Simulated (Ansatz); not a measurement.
# C5H5F3: the cost of one run

The runs use Ansatz 0.2.0, Gaussian basis; the settings change from run to run.

### 1 The relaxed structure

The geometry comes from an earlier relaxation with PBE0-D4 in a triple-zeta def2 set; it is a stationary point, not always the lowest conformer.

SMILES `FC1=C[C@@H](F)[C@H](F)C1`, 13 atoms, charge 0, spin multiplicity 1.

Atoms are counted from 1 here; the program's logs count them from 0.

Bond lengths: F1–C2 1.325 Å, C2–C3 1.326 Å, C2–C8 1.488 Å, C3–C4 1.485 Å, C3–H9 1.080 Å, C4–F5 1.394 Å, C4–C6 1.538 Å, C4–H10 1.093 Å, C6–F7 1.383 Å, C6–C8 1.526 Å, C6–H11 1.092 Å, C8–H12 1.093 Å, C8–H13 1.094 Å. Angles: F1–C2–C3 125.6°, F1–C2–C8 118.8°, C3–C2–C8 115.6°, C2–C3–C4 109.2°, C2–C3–H9 126.2°, C4–C3–H9 124.5°, C3–C4–F5 110.8°, C3–C4–C6 105.1°, C3–C4–H10 114.6°, F5–C4–C6 109.6°, F5–C4–H10 106.7°, C6–C4–H10 110.1°, C4–C6–F7 108.9°, C4–C6–C8 106.7°, C4–C6–H11 110.2°, F7–C6–C8 109.5°, F7–C6–H11 107.8°, C8–C6–H11 113.8° and more.

### 2 RPBE/6-31G*

Options: charge +1, multiplicity 2, finite nuclei, D3(BJ) with three-body dispersion.

in.yaml

```yaml
crystal:
  periodic: [false, false, false]
  atoms:
    - {symbol: F, position_ang: [1.812745, 1.814141, 0.614403]}
    - {symbol: C, position_ang: [0.900839, 0.940415, 0.214984]}
    - {symbol: C, position_ang: [0.262799, 0.968034, -0.947009]}
    - {symbol: C, position_ang: [-0.652518, -0.198908, -1.030178]}
    - {symbol: F, position_ang: [-0.196127, -1.121169, -1.969870]}
    - {symbol: C, position_ang: [-0.620573, -0.832684, 0.371083]}
    - {symbol: F, position_ang: [-1.805599, -0.539661, 1.021534]}
    - {symbol: C, position_ang: [0.542931, -0.186608, 1.117909]}
    - {symbol: H, position_ang: [0.394479, 1.700160, -1.730384]}
    - {symbol: H, position_ang: [-1.681060, 0.048388, -1.306702]}
    - {symbol: H, position_ang: [-0.543891, -1.918673, 0.291904]}
    - {symbol: H, position_ang: [0.216481, 0.155175, 2.102987]}
    - {symbol: H, position_ang: [1.389793, -0.863507, 1.264139]}
basis:
  gaussian: {orbitals: "6-31G*", nuclear_model: gaussian}
total_charge: 1
magnetization: {spin_polarized: true, initial_magnetization: 1}
hamiltonian: {xc: {name: RPBE}, dispersion: d3bjatm}
output: {forces: true}
```

On the command line:

```bash
ansatz run in.yaml --threads 8 --pin off --events-out ev --progress --plain --max-ram 20889MiB
```

What time and memory should one allow on 8 threads of Intel Xeon at 2.50GHz, shared host?

About 9 s, with a peak of 0.28 GiB.
